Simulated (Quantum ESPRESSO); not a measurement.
# Al3Pd (Pm-3m) in Quantum ESPRESSO: energy-loss spectrum with PBEsol

Aim: the energy-loss spectrum of Al3Pd with PBEsol.

Everything below comes from runs of Quantum ESPRESSO 7.5. Logs are shortened: lines on timing, memory, paths and dates and some standing lists are left out, and cuts for length are marked.

## 1. Starting point

Symmetry: Pm-3m, No. 221, cubic system. The conventional cell has a = 3.947 Å, b = 3.947 Å, c = 3.947 Å, α = 90.00°, β = 90.00°, γ = 90.00°. Around Pd (site symmetry m-3m) lie 12 Al at 2.79 Å. Around Al (site symmetry 4/mmm) lie 4 Pd at 2.79 Å and 8 Al at 2.79 Å.

The cell comes from a database or a generator and needn't be the stable form of this composition.

## 2. Energy-loss spectrum, PBEsol

pw.in reads:

```
&CONTROL
  calculation = 'scf'
  prefix = 'pwscf'
  outdir = './tmp'
  pseudo_dir = './pseudo'
  tprnfor = .true.
  tstress = .true.
  disk_io = 'low'
/
&SYSTEM
  ibrav = 0
  nat = 4
  ntyp = 2
  ecutwfc = 45
  ecutrho = 360
  nbnd = 19
  occupations = 'smearing'
  smearing = 'mv'
  degauss = 0.00999582
/
&ELECTRONS
  conv_thr = 8d-10
  electron_maxstep = 120
  mixing_beta = 0.5
  mixing_mode = 'local-TF'
  diago_david_ndim = 3
/
ATOMIC_SPECIES
Pd   106.4200 pd_pbesol_v1.4.uspp.F.UPF
Al    26.9815 al_pbesol_v1.uspp.F.UPF
CELL_PARAMETERS angstrom
   3.9469100000    0.0000000000    0.0000000000
   0.0000000000    3.9469100000    0.0000000000
   0.0000000000    0.0000000000    3.9469100000
ATOMIC_POSITIONS crystal
Pd     0.0000000000    0.0000000000    0.0000000000
Al     0.5000000000    0.5000000000    0.0000000000
Al     0.5000000000    0.0000000000    0.5000000000
Al     0.0000000000    0.5000000000    0.5000000000
K_POINTS automatic
8 8 8 0 0 0
```

scf2.in reads:

```
&CONTROL
  calculation = 'scf'
  prefix = 'pwscf'
  outdir = './tmp'
  pseudo_dir = './pseudo'
  tprnfor = .true.
  tstress = .true.
  disk_io = 'low'
/
&SYSTEM
  ibrav = 0
  nat = 4
  ntyp = 2
  ecutwfc = 45
  ecutrho = 360
  nbnd = 19
  occupations = 'smearing'
  smearing = 'mv'
  degauss = 0.00999582
/
&ELECTRONS
  conv_thr = 1d-11
  electron_maxstep = 120
  mixing_beta = 0.5
  mixing_mode = 'local-TF'
  diago_david_ndim = 3
  startingpot = 'file'
  startingwfc = 'file'
/
ATOMIC_SPECIES
Pd   106.4200 pd_pbesol_v1.4.uspp.F.UPF
Al    26.9815 al_pbesol_v1.uspp.F.UPF
CELL_PARAMETERS angstrom
   3.9469100000    0.0000000000    0.0000000000
   0.0000000000    3.9469100000    0.0000000000
   0.0000000000    0.0000000000    3.9469100000
ATOMIC_POSITIONS crystal
Pd     0.0000000000    0.0000000000    0.0000000000
Al     0.5000000000    0.5000000000    0.0000000000
Al     0.5000000000    0.0000000000    0.5000000000
Al     0.0000000000    0.5000000000    0.5000000000
K_POINTS automatic
8 8 8 0 0 0
```

eels.in reads:

```
&LR_INPUT
  prefix = 'pwscf'
  outdir = './tmp'
  restart_step = 5000
  restart = .false.
/
&LR_CONTROL
  calculator = 'lanczos'
  approximation = 'RPA_with_CLFE'
  q1 = 0.6281702364
  q2 = 0
  q3 = 0
  itermax = 600
/
```

spectrum.in reads:

```
&LR_INPUT
  prefix = 'pwscf'
  outdir = './tmp'
  eels = .true.
  itermax0 = 600
  itermax = 20000
  extrapolation = 'osc'
  epsil = 0.02
  units = 1
  start = 0
  end = 40
  increment = 0.2
/
```

spectrum_short.in reads:

```
&LR_INPUT
  prefix = 'pwscf'
  outdir = './tmp'
  eels = .true.
  itermax0 = 400
  itermax = 20000
  extrapolation = 'osc'
  epsil = 0.02
  units = 1
  start = 0
  end = 40
  increment = 0.2
/
```

Potentials or basis: GBRV 1.5 PBEsol.

Command:

```console
OMP_NUM_THREADS=1 pw.x -in pw.in > pw.out
OMP_NUM_THREADS=1 pw.x -in scf2.in > scf2.out
OMP_NUM_THREADS=1 turbo_eels.x -in eels.in > eels.out
OMP_NUM_THREADS=1 turbo_spectrum.x -in spectrum.in > spectrum.out
OMP_NUM_THREADS=1 turbo_spectrum.x -in spectrum_short.in > spectrum_short.out
```

pw.out:

```text
This program is part of the open-source Quantum ESPRESSO suite
     for quantum simulation of materials; please cite
[... 9 lines left out ...]
     --------------------
     sticks:   dense  smooth     PW     G-vecs:    dense   smooth      PW
     Sum        1597     793    241                47937    16879    2897

     Using Slab Decomposition

     bravais-lattice index     =            0
     lattice parameter (alat)  =       7.4586  a.u.
     unit-cell volume          =     414.9237 (a.u.)^3
     number of atoms/cell      =            4
     number of atomic types    =            2
     number of electrons       =        25.00
     number of Kohn-Sham states=           19
     kinetic-energy cutoff     =      45.0000  Ry
     charge density cutoff     =     360.0000  Ry
     scf convergence threshold =      8.0E-10
     mixing beta               =       0.5000
     number of iterations used =            8  local-TF  mixing
     Exchange-correlation= SLA  PW   PSX  PSC
                           (   1   4  10   8   0   0   0)

     celldm(1)=   7.458579  celldm(2)=   0.000000  celldm(3)=   0.000000
     celldm(4)=   0.000000  celldm(5)=   0.000000  celldm(6)=   0.000000

     crystal axes: (cart. coord. in units of alat)
               a(1) = (   1.000000   0.000000   0.000000 )
               a(2) = (   0.000000   1.000000   0.000000 )
               a(3) = (   0.000000   0.000000   1.000000 )

     reciprocal axes: (cart. coord. in units 2 pi/alat)
               b(1) = (  1.000000  0.000000  0.000000 )
               b(2) = (  0.000000  1.000000  0.000000 )
               b(3) = (  0.000000  0.000000  1.000000 )

     PseudoPot. # 1 for Pd read from file:
     pd_pbesol_v1.4.uspp.F.UPF
     Pseudo is Ultrasoft + core correction, Zval = 16.0
     Generated by new atomic code, or converted to UPF format
     Using radial grid of  887 points,  6 beta functions with:
                l(1) =   0
                l(2) =   0
                l(3) =   1
                l(4) =   1
                l(5) =   2
                l(6) =   2
     Q(r) pseudized with  8 coefficients,  rinner =    1.130   1.130   1.130
                                                       1.130   1.130

     PseudoPot. # 2 for Al read from file:
     al_pbesol_v1.uspp.F.UPF
     Pseudo is Ultrasoft + core correction, Zval =  3.0
     Generated by new atomic code, or converted to UPF format
     Using radial grid of  893 points,  3 beta functions with:
                l(1) =   0
                l(2) =   1
                l(3) =   2
     Q(r) pseudized with  8 coefficients,  rinner =    0.900   0.900   0.900
                                                       0.900   0.900

     atomic species   valence    mass     pseudopotential
     Pd               16.00   106.42000     Pd( 1.00)
     Al                3.00    26.98150     Al( 1.00)

     48 Sym. Ops., with inversion, found

   Cartesian axes

     site n.     atom                  positions (alat units)
         1        Pd     tau(   1) = (   0.0000000   0.0000000   0.0000000  )
         2        Al     tau(   2) = (   0.5000000   0.5000000   0.0000000  )
         3        Al     tau(   3) = (   0.5000000   0.0000000   0.5000000  )
         4        Al     tau(   4) = (   0.0000000   0.5000000   0.5000000  )

     number of k points=    35  Marzari-Vanderbilt smearing, width (Ry)=  0.0100
                       cart. coord. in units 2pi/alat
        k(    1) = (   0.0000000   0.0000000   0.0000000), wk =   0.0039062
        k(    2) = (   0.0000000   0.0000000   0.1250000), wk =   0.0234375
        k(    3) = (   0.0000000   0.0000000   0.2500000), wk =   0.0234375
        k(    4) = (   0.0000000   0.0000000   0.3750000), wk =   0.0234375
        k(    5) = (   0.0000000   0.0000000  -0.5000000), wk =   0.0117188
        k(    6) = (   0.0000000   0.1250000   0.1250000), wk =   0.0468750
[... 27 lines left out ...]
        k(   34) = (   0.3750000  -0.5000000  -0.5000000), wk =   0.0234375
        k(   35) = (  -0.5000000  -0.5000000  -0.5000000), wk =   0.0039062

     Dense  grid:    47937 G-vectors     FFT dimensions: (  45,  45,  45)

     Smooth grid:    16879 G-vectors     FFT dimensions: (  32,  32,  32)

     Initial potential from superposition of free atoms

     starting charge      24.4929, renormalised to      25.0000

     negative rho (up, down):  7.671E-02 0.000E+00
     Starting wfcs are   24 randomized atomic wfcs

     Self-consistent Calculation

     iteration #  1     ecut=    45.00 Ry     beta= 0.50
     Davidson diagonalization with overlap
     ethr =  1.00E-02,  avg # of iterations =  3.5

     negative rho (up, down):  6.795E-02 0.000E+00
[... 67 lines left out ...]
     iteration #  9     ecut=    45.00 Ry     beta= 0.50
     Davidson diagonalization with overlap
     ethr =  1.68E-11,  avg # of iterations =  2.2

     negative rho (up, down):  7.911E-02 0.000E+00

     End of self-consistent calculation

          k = 0.0000 0.0000 0.0000 (  2103 PWs)   bands (ev):

   -39.6704 -39.6704 -39.6704   0.1700   6.2335   6.2335   7.5935   7.5935
     7.5935   8.9450   8.9450   8.9450  11.3506  13.0509  13.0509  17.0899
    17.0899  17.0899  18.9360
[... 75 lines left out ...]
   -39.6730 -39.6726 -39.6700   3.2389   4.1850   5.3994   6.0610   7.0238
     7.1429   8.1211   8.6710   8.9364  12.4012  14.0186  14.0714  14.9328
    15.5970  16.3777  17.0495

          k = 0.0000-0.5000-0.5000 (  2096 PWs)   bands (ev):

   -39.6730 -39.6730 -39.6700   3.5764   4.9654   4.9654   5.3135   7.0702
     7.0702   8.0987   8.4759   8.7426  12.3952  14.8386  14.8386  15.3135
    15.3135  15.3849  15.6319

          k = 0.1250 0.1250 0.1250 (  2103 PWs)   bands (ev):
[... 49 lines left out ...]
   -39.6730 -39.6726 -39.6704   3.3598   4.3070   5.4184   6.1427   7.0512
     7.1069   8.1383   8.7243   8.7486  11.6075  12.6720  13.7275  15.2019
    15.9121  16.9494  17.8683

          k = 0.1250-0.5000-0.5000 (  2124 PWs)   bands (ev):

   -39.6730 -39.6730 -39.6704   3.7055   4.9954   4.9954   5.4961   7.1082
     7.1082   8.1020   8.4781   8.5177  11.7546  13.3820  13.3820  14.3253
    16.5072  16.9961  16.9961

          k = 0.2500 0.2500 0.2500 (  2118 PWs)   bands (ev):
[... 25 lines left out ...]
   -39.6729 -39.6725 -39.6714   3.7110   4.6257   5.4382   6.3791   7.0540
     7.1416   8.0689   8.1701   8.9281  10.8860  11.1459  12.4697  13.5282
    17.9692  18.8059  19.7789

          k = 0.2500-0.5000-0.5000 (  2112 PWs)   bands (ev):

   -39.6729 -39.6729 -39.6714   4.0850   5.0651   5.0651   6.0293   7.2314
     7.2314   7.8217   8.1102   8.4706  11.0251  11.9968  11.9968  12.3849
    18.6955  19.0637  19.0637

          k = 0.3750 0.3750 0.3750 (  2118 PWs)   bands (ev):
[... 7 lines left out ...]
   -39.6728 -39.6724 -39.6724   4.2412   4.9777   5.3506   6.7141   7.1228
     7.1558   7.4020   8.1879   8.8172  10.3711  10.6601  11.4650  12.0105
    20.1648  20.5241  20.6107

          k = 0.3750-0.5000-0.5000 (  2136 PWs)   bands (ev):

   -39.6728 -39.6728 -39.6724   4.6738   5.1293   5.1293   6.8447   6.8587
     7.4210   7.4210   8.1184   8.3833  10.6979  10.7506  11.0014  11.0014
    21.2038  21.2039  21.2131

          k =-0.5000-0.5000-0.5000 (  2176 PWs)   bands (ev):

   -39.6728 -39.6728 -39.6728   5.1540   5.1540   5.1540   6.2211   7.5314
     7.5314   7.5314   8.1218   8.1218  10.0191  10.6145  10.6145  10.6145
    23.1448  23.1448  23.1540

     the Fermi energy is    11.2271 ev

!    total energy              =    -218.73493626 Ry
     estimated scf accuracy    <          6.3E-11 Ry
     smearing contrib. (-TS)   =       0.00034028 Ry
     internal energy E=F+TS    =    -218.73527654 Ry

     The total energy is F=E-TS. E is the sum of the following terms:
     one-electron contribution =    -109.26620878 Ry
     hartree contribution      =      68.89252041 Ry
     xc contribution           =     -43.99583851 Ry
     ewald contribution        =    -134.36574966 Ry

     convergence has been achieved in   9 iterations

     negative rho (up, down):  7.911E-02 0.000E+00

     Forces acting on atoms (cartesian axes, Ry/au):

     atom    1 type  1   force =     0.00000000    0.00000000    0.00000000
     atom    2 type  2   force =     0.00000000    0.00000000    0.00000000
     atom    3 type  2   force =     0.00000000    0.00000000    0.00000000
     atom    4 type  2   force =     0.00000000    0.00000000    0.00000000

     Total force =     0.000000     Total SCF correction =     0.000000

     Computing stress (Cartesian axis) and pressure

     negative rho (up, down):  7.911E-02 0.000E+00
          total   stress  (Ry/bohr**3)                   (kbar)     P=      -23.92
  -0.00016263   0.00000000   0.00000000          -23.92        0.00        0.00
   0.00000000  -0.00016263   0.00000000            0.00      -23.92        0.00
   0.00000000   0.00000000  -0.00016263            0.00        0.00      -23.92

=------------------------------------------------------------------------------=
   JOB DONE.
=------------------------------------------------------------------------------=
```

scf2.out:

```text
This program is part of the open-source Quantum ESPRESSO suite
     for quantum simulation of materials; please cite
[... 9 lines left out ...]
     --------------------
     sticks:   dense  smooth     PW     G-vecs:    dense   smooth      PW
     Sum        1597     793    241                47937    16879    2897
[... 382 lines left out ...]
  -0.00016269   0.00000000   0.00000000          -23.93        0.00        0.00
   0.00000000  -0.00016269   0.00000000            0.00      -23.93        0.00
   0.00000000   0.00000000  -0.00016269            0.00        0.00      -23.93

=------------------------------------------------------------------------------=
   JOB DONE.
=------------------------------------------------------------------------------=
```

Run time: 46 min. Hardware: 1 thread of Intel Xeon at 2.50GHz (Skylake/Cascade Lake), shared host; peak memory 0.89 GiB.

What came out:

```yaml
Free_energy: -2976.0404 eV
Pressure: -2.4 GPa
Band_gap_on_the_k_mesh: none (metal or under the smearing width)
Peak_of_the_energy-loss_function: 18.2 eV
```

Energy-loss function at q = [1.0, 0.0, 0.0] (Å⁻¹, cartesian):
```
energy (eV)   loss
        0.0  0.000
        1.8  0.012
        3.4  0.049
        5.2  0.110
        7.0  0.139
        8.6  0.204
       10.4  0.240
       12.2  0.320
       13.8  0.445
       15.6  0.811
       17.4  1.903
       19.0  1.961
       20.8  1.517
       22.4  1.100
       24.2  0.781
       26.0  0.474
       27.6  0.353
       29.4  0.257
       31.2  0.273
       32.8  0.248
       34.6  0.228
       36.4  0.216
       38.0  0.213
       39.8  0.175
```
